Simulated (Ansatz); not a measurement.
# CH₅BFNSi: how energies converge with the basis set

The task here is to estimate one member of a computed series from the others.

Computed with Ansatz 0.2.0, Gaussian basis. Level: one geometry, several basis sets.

Levels to be run: PBE0-D4/def2-SVP; ωB97M-V/def2-SVP; PBE0-D4/def2-QZVPP; ωB97M-V/def2-QZVPP; the functionals' def2-TZVPP values are taken from earlier runs.

## Structure used throughout

An earlier PBE0-D4 in a triple-zeta def2 set relaxation fixed the geometry.

SMILES `F/C=N\B[SiH3]`, 10 atoms, charge 0, spin multiplicity 1.

Atoms are counted from 1 here; the program's logs count them from 0.

Bond lengths: F1–C2 1.338 Å, C2–N3 1.226 Å, C2–H6 1.088 Å, N3–B4 1.359 Å, B4–Si5 2.020 Å, B4–H7 1.198 Å, Si5–H8 1.490 Å, Si5–H9 1.489 Å, Si5–H10 1.491 Å. Angles: F1–C2–N3 122.3°, F1–C2–H6 111.2°, N3–C2–H6 126.5°, C2–N3–B4 177.4°, N3–B4–Si5 120.2°, N3–B4–H7 118.0°, Si5–B4–H7 121.8°, B4–Si5–H8 109.9°, B4–Si5–H9 112.5°, B4–Si5–H10 109.9°, H8–Si5–H9 108.5°, H8–Si5–H10 107.5°, H9–Si5–H10 108.3°.

Set-up of the first run:

Contents of in.yaml:

```yaml
crystal:
  periodic: [false, false, false]
  atoms:
    - {symbol: F, position_ang: [-2.478502, -0.429694, 1.752655]}
    - {symbol: C, position_ang: [-1.665625, 0.540739, 1.320356]}
    - {symbol: N, position_ang: [-1.000954, 0.429596, 0.296252]}
    - {symbol: B, position_ang: [-0.245340, 0.251896, -0.819058]}
    - {symbol: Si, position_ang: [1.602188, -0.553645, -0.677256]}
    - {symbol: H, position_ang: [-1.689201, 1.400470, 1.986279]}
    - {symbol: H, position_ang: [-0.704861, 0.594699, -1.871510]}
    - {symbol: H, position_ang: [1.680876, -1.792988, -1.500707]}
    - {symbol: H, position_ang: [1.969791, -0.894608, 0.724667]}
    - {symbol: H, position_ang: [2.614728, 0.402434, -1.208579]}
basis:
  gaussian: {orbitals: def2-SVP}
hamiltonian: {xc: pbe0, dispersion: d4}
output: {orbitals: {seedname: orbitals}}
```

Run with:

```
> ansatz run in.yaml --threads 4 --pin off --events-out ev --progress --plain --max-ram 10444MiB
```

Steps of the session up to this table: PBE0-D4 in def2-SVP; ωB97M-V in def2-SVP; PBE0-D4 in def2-QZVPP; ωB97M-V in def2-QZVPP.

One of the session's tables, all rows but one given; the rest of the session is left out.

It belongs to the step «Density functionals: the series». 

```
functional       basis  HOMO (eV)
   PBE0-D4    def2-SVP      -7.77
   PBE0-D4  def2-TZVPP      -7.81
   PBE0-D4  def2-QZVPP          ?
   ωB97M-V    def2-SVP      -9.80
   ωB97M-V  def2-TZVPP      -9.88
   ωB97M-V  def2-QZVPP      -9.90
```

Estimate the missing values for PBE0-D4, def2-QZVPP.

The run gave: HOMO (eV): -7.82. In the column «HOMO (eV)» it lies between ωB97M-V, def2-SVP (-9.80) and PBE0-D4, def2-TZVPP (-7.81).
